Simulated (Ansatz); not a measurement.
# GaPH2 (quintet): from Hartree-Fock to the top rungs, cc-pVDZ

How much of the correlation energy of GaPH2 (quintet) does each wave-function method recover here?

The runs use Ansatz 0.2.0, Gaussian basis; cc-pVDZ, correlated electrons: outside noble gas.

The runs, in order: UHF; CCSD(T) on ROHF; CCSD(T) on UHF; BCCD(T) on ROHF; CISD; CCSDT(Q) on ROHF; CCSDT(Q) on UHF.

### Step 1. The system

The geometry is a PBE0/def2-TZVP stationary point (not a proven minimum) of the parent state, kept for this charge and spin. No spin-orbit coupling is included. The filled d shell of Ga may be among the frozen orbitals whatever the setting's name suggests; the logs give the count.

4 atoms, charge 0, spin multiplicity 5.

Atoms are counted from 1 here; the program's logs count them from 0.

Bond lengths: P1–Ga2 2.322 Å, Ga2–H3 1.571 Å, Ga2–H4 1.571 Å. Angles: P1–Ga2–H3 119.7°, P1–Ga2–H4 119.7°, H3–Ga2–H4 120.7°.

In the tables R marks a restricted open-shell determinant and U an unrestricted one; correlation energies count from the lowest restricted Hartree-Fock solution.

### Step 2. UHF

File in.yaml:

```yaml
crystal:
  periodic: [false, false, false]
  atoms:
    - {symbol: P, position_ang: [0.000000, 0.000000, 1.637183]}
    - {symbol: Ga, position_ang: [0.000000, 0.000000, -0.685019]}
    - {symbol: H, position_ang: [0.000000, -1.364953, -1.462469]}
    - {symbol: H, position_ang: [0.000000, 1.364953, -1.462469]}
basis:
  gaussian: {orbitals: cc-pVDZ}
magnetization: {spin_polarized: true, initial_magnetization: 4}
hamiltonian: {xc: hf}
output: {orbitals: {seedname: orbitals}}
```

On the command line:

```
> ansatz run in.yaml --threads 1 --pin off --events-out ev --progress --plain --max-ram 2393MiB
```

Further steps of the session: CCSD(T) on ROHF; CCSD(T) on UHF; BCCD(T) on ROHF; CISD; CCSDT(Q) on ROHF; CCSDT(Q) on UHF.

Before running them: what should the planned runs give, taken together? Wanted: correlation energy, UCCSDT(Q); RMP2 from UCCSDT(Q); UMP2 from UCCSDT(Q); RCCSD from UCCSDT(Q); RCCSD(T) from UCCSDT(Q); UCCSD(T) from UCCSDT(Q); RCCSDT(Q) from UCCSDT(Q); T1 diagnostic.

As calculated:

| quantity | value |
| --- | --- |
| correlation energy, UCCSDT(Q) | -4.8404 eV |
| RMP2 from UCCSDT(Q) | +1166.5 meV |
| UMP2 from UCCSDT(Q) | +1168.8 meV |
| RCCSD from UCCSDT(Q) | +158.6 meV |
| RCCSD(T) from UCCSDT(Q) | +43.3 meV |
| UCCSD(T) from UCCSDT(Q) | +36.8 meV |
| RCCSDT(Q) from UCCSDT(Q) | +6.8 meV |
| levels of the table within 1 kcal/mol (43 meV) | RCCSD(T), UCCSD(T), BCCD(T), RCCSDT, UCCSDT, RCCSDT(Q) |
| T1 diagnostic | 0.024 |

RCCSD(T) lands +43.3 meV from the yardstick (0.9 % of the correlation energy). These misses are within one basis, not against nature; the frozen cores of restricted and unrestricted runs differ, which can shift their rows.
